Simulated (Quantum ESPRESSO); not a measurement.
The system is ReTeF3.

```
Re Te F
1.0
     4.26556    0.00000    0.00000
     0.00000    4.26556    0.00000
     0.00000    0.00000    4.26556
Re Te F
1 1 3
Cartesian
  0.0000 0.0000 0.0000
  2.1328 2.1328 2.1328
  0.0000 2.1328 2.1328
  2.1328 2.1328 0.0000
  2.1328 0.0000 2.1328
```

The cell was built by a generator and needn't be a form met in nature.

Base run:

* Program: Quantum ESPRESSO 7.5
* Functional: PBE
* Potentials or basis: SSSP 1.3 efficiency PBE
* Cutoff: 748 eV
* Density cutoff: 5987 eV
* k mesh: 6 × 6 × 6
* Occupations: fermi-dirac, width 0.05 eV
* Spin: no spin polarisation

Its results: band gap on the k mesh none (metal or under the smearing width); pressure 18.8 GPa.

Q: The run is repeated on the same cell with these changes: functional from PBE to PBEsol; potentials or basis from SSSP 1.3 efficiency PBE to GBRV 1.5 LDA; cutoff from 748 eV to 612 eV; density cutoff from 5987 eV to 4898 eV. What comes out?

A: Band gap on the k mesh none (metal or under the smearing width); pressure 13.7 GPa.

Caveats: so large a pressure means that the cell lies far from this level's equilibrium, or that cutoff or potentials fall short (some runs); the potentials were made for another functional, which shifts forces and pressure (some runs); spin-orbit coupling is left out, which moves the levels of the heavy elements (some runs).
